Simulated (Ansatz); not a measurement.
# (110) superlattice of 5 and 1 atomic planes of InP and GaAs, in-plane a of GaAs, 12 atoms

Wanted: the effect of changed settings on energy, forces, pressure and convergence.

Program: Ansatz 0.2.0, PAW, plane waves. These are calculated values, not measurements.

1 further run of the same task is left out (it didn't finish).

### Step 1. The starting cell

12 atoms (5 In, 5 P, 1 As, 1 Ga); a = 4.002 Å, b = 5.660 Å, c = 12.681 Å, α = 90.00°, β = 90.00°, γ = 90.00°. All atoms were shaken off their sites by about 0.10 Å along each axis.

As a file:

```xyz
12
Lattice="2.8300 -2.8300 0.0000 0.0000 0.0000 5.6600 -8.9669 -8.9669 0.0000" Properties=species:S:1:pos:R:3 pbc="T T T"
In   -3.3085   -8.8628    0.2615
In   -8.8524   -8.9555    5.5084
In   -2.9569   -3.0531    0.0464
In   -3.1242   -5.9217    2.8072
In   -0.0320   -2.8648    2.9008
P    -1.7817   -7.3469    1.5992
P    -1.3907   -1.4093    1.5555
P    -1.5596   -4.5644    4.1915
P    -4.4808   -7.4485    4.1395
P     1.3136   -1.5189    4.3564
As   -4.8212  -10.3948    1.3855
Ga   -5.9934   -8.9031    2.9324
```

### Step 2. PBEsol on the given atoms

Contents of in.yaml:

```yaml
crystal:
  lattice:
    - [2.830000, -2.830000, 0.000000]
    - [0.000000, 0.000000, 5.660000]
    - [-8.966897, -8.966897, 0.000000]
  atoms:
    - { symbol: In, position: [0.981328, 0.046196, 0.678677] }
    - { symbol: In, position: [0.018206, 0.973219, 0.992980] }
    - { symbol: In, position: [0.016999, 0.008198, 0.335122] }
    - { symbol: In, position: [0.494262, 0.495963, 0.504405] }
    - { symbol: In, position: [0.500492, 0.512514, 0.161529] }
    - { symbol: P, position: [0.983252, 0.282549, 0.509013] }
    - { symbol: P, position: [0.003292, 0.274831, 0.156131] }
    - { symbol: P, position: [0.530882, 0.740555, 0.341482] }
    - { symbol: P, position: [0.524319, 0.731356, 0.665188] }
    - { symbol: P, position: [0.500440, 0.769685, 0.011450] }
    - { symbol: As, position: [0.984735, 0.244783, 0.848449] }
    - { symbol: Ga, position: [0.514090, 0.518098, 0.830639] }
kpoints:
  mp_grid: { grid: [4, 3, 1] }
hamiltonian:
  xc: pbesol
scf:
  occupations: { method: fermi_dirac, width: 0.01 }
output:
  forces: true
  eigenvalues: true
  stress: true
  populations: true
```

Started as:

```console
ansatz run in.yaml --threads 7 --pin off --max-ram 13300MiB --runs-dir r --events-out ev --progress --plain
```

### Step 3. Run again with xc grid 2

Changes to in.yaml since step 2:

```diff
@@ -20,2 +20,3 @@
   mp_grid: { grid: [4, 3, 1] }
+basis: { xc_grid: 2 }
 hamiltonian:
@@ -24,2 +25,3 @@
   occupations: { method: fermi_dirac, width: 0.01 }
+  max_iter: 50
 output:
@@ -28,2 +30 @@
   stress: true
-  populations: true
```

### Step 4. Variant: accuracy high

Changes to in.yaml since step 3:

```diff
@@ -1 +1,2 @@
+accuracy: high
 crystal:
@@ -20,3 +21,2 @@
   mp_grid: { grid: [4, 3, 1] }
-basis: { xc_grid: 2 }
 hamiltonian:
```

### Step 5. Changed settings: functional revPBE, occupations fixed

Changes to in.yaml since step 4:

```diff
@@ -1,2 +1 @@
-accuracy: high
 crystal:
@@ -22,6 +21,6 @@
 hamiltonian:
-  xc: pbesol
+  xc: revpbe
 scf:
-  occupations: { method: fermi_dirac, width: 0.01 }
-  max_iter: 50
+  occupations: { method: fixed }
+  max_iter: 80
 output:
```

### Step 6. Changed settings: mixing beta 0.03

Changes to in.yaml since step 5:

```diff
@@ -21,6 +21,7 @@
 hamiltonian:
-  xc: revpbe
+  xc: pbesol
 scf:
-  occupations: { method: fixed }
-  max_iter: 80
+  occupations: { method: fermi_dirac, width: 0.01 }
+  max_iter: 50
+  mixing: { beta: 0.03 }
 output:
```

### Step 7. Run again with occupations tetrahedron, density cutoff ratio 2

Changes to in.yaml since step 6:

```diff
@@ -20,2 +20,3 @@
   mp_grid: { grid: [4, 3, 1] }
+basis: { ecutrho_ratio: 2 }
 hamiltonian:
@@ -23,5 +24,4 @@
 scf:
-  occupations: { method: fermi_dirac, width: 0.01 }
-  max_iter: 50
-  mixing: { beta: 0.03 }
+  occupations: { method: tetrahedron }
+  max_iter: 90
 output:
```

Before running it: what results should come out? Wanted: for each run, settings; status; energy from base; forces from base.

As calculated:

| settings | status | cycles | time | energy from base (meV/atom) | forces from base (eV/Å rms) | filled to empty level on the mesh (eV) |
| --- | --- | --- | --- | --- | --- | --- |
| base | converged | 8 | 3 s (7 CPU threads) | 0 | 0 | 0.40 |
| xc grid 2 | converged | 8 | 2.5 s (7 CPU threads) | 0.0 | 0.000 | 0.40 |
| accuracy high | converged | 11 | 3.1 s (7 CPU threads) | 0.0 | 0.000 | 0.40 |
| functional revPBE, occupations fixed | converged | 8 | 2.4 s (7 CPU threads) | - | 0.064 | 0.57 |
| mixing beta 0.03 | converged | 10 | 2.7 s (7 CPU threads) | 0.0 | 0.000 | 0.40 |
| occupations tetrahedron, density cutoff ratio 2 | converged, settings too loose | 8 | 2.2 s (7 CPU threads) | -1.5 | 0.000 | 0.40 |

**What this shows.** Among these variants the forces move most with functional revPBE, occupations fixed (0.064 eV/Å rms).
